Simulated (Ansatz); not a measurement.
# AlH₄NSe: how energies converge with the basis set

The task here is to estimate one member of a computed series from the others.

Program: Ansatz 0.2.0, Gaussian basis. Level of theory: one geometry, several basis sets. These are calculated values, not measurements.

Levels to be run: PBE0-D4/def2-SVP; ωB97M-V/def2-SVP; PBE0-D4/def2-QZVPP; ωB97M-V/def2-QZVPP; the functionals' def2-TZVPP values are taken from earlier runs.

### The geometry

The geometry comes from an earlier relaxation with PBE0-D4 in a triple-zeta def2 set; it is a stationary point, not always the lowest conformer.

7 atoms, charge 0, spin multiplicity 1.

Atoms are counted from 1 here; the program's logs count them from 0.

Bond lengths: N1–Al2 1.762 Å, N1–H4 1.007 Å, N1–H5 1.007 Å, Al2–Se3 2.323 Å, Al2–H6 1.577 Å, Se3–H7 1.469 Å. Angles: Al2–N1–H4 125.8°, Al2–N1–H5 123.9°, H4–N1–H5 110.3°, N1–Al2–Se3 117.5°, N1–Al2–H6 120.7°, Se3–Al2–H6 121.8°, Al2–Se3–H7 90.6°.

Set-up of the first run:

in.yaml reads:

```yaml
crystal:
  periodic: [false, false, false]
  atoms:
    - {symbol: N, position_ang: [-1.114392, 0.478749, -0.839843]}
    - {symbol: Al, position_ang: [0.084902, 0.113142, 0.398621]}
    - {symbol: Se, position_ang: [1.750672, -1.413863, -0.138488]}
    - {symbol: H, position_ang: [-1.143565, 0.084892, -1.765915]}
    - {symbol: H, position_ang: [-1.877393, 1.123231, -0.710248]}
    - {symbol: H, position_ang: [0.016545, 0.804488, 1.814519]}
    - {symbol: H, position_ang: [2.344433, -1.258738, 1.195754]}
basis:
  gaussian: {orbitals: def2-SVP}
hamiltonian: {xc: pbe0, dispersion: d4}
output: {orbitals: {seedname: orbitals}}
```

Run with:

```bash
ansatz run in.yaml --threads 2 --pin off --events-out ev --progress --plain --max-ram 4352MiB
```

Steps of the session up to this table: PBE0-D4 in def2-SVP; ωB97M-V in def2-SVP; PBE0-D4 in def2-QZVPP; ωB97M-V in def2-QZVPP.

One table of the session follows, with a row left open; its other results are not shown here.

It belongs to the step «Functionals by basis». 

```
functional       basis  HOMO (eV)  LUMO (eV)
   PBE0-D4    def2-SVP      -6.86      -0.20
   PBE0-D4  def2-TZVPP          ?          ?
   PBE0-D4  def2-QZVPP      -7.07      -0.49
   ωB97M-V    def2-SVP      -8.98       1.54
   ωB97M-V  def2-TZVPP      -9.19       1.21
   ωB97M-V  def2-QZVPP      -9.22       0.91
```

**Question.** Estimate the row for PBE0-D4, def2-TZVPP.

**Answer.** HOMO (eV): -7.04; LUMO (eV): -0.41. In the column «HOMO (eV)» it lies between PBE0-D4, def2-QZVPP (-7.07) and PBE0-D4, def2-SVP (-6.86).
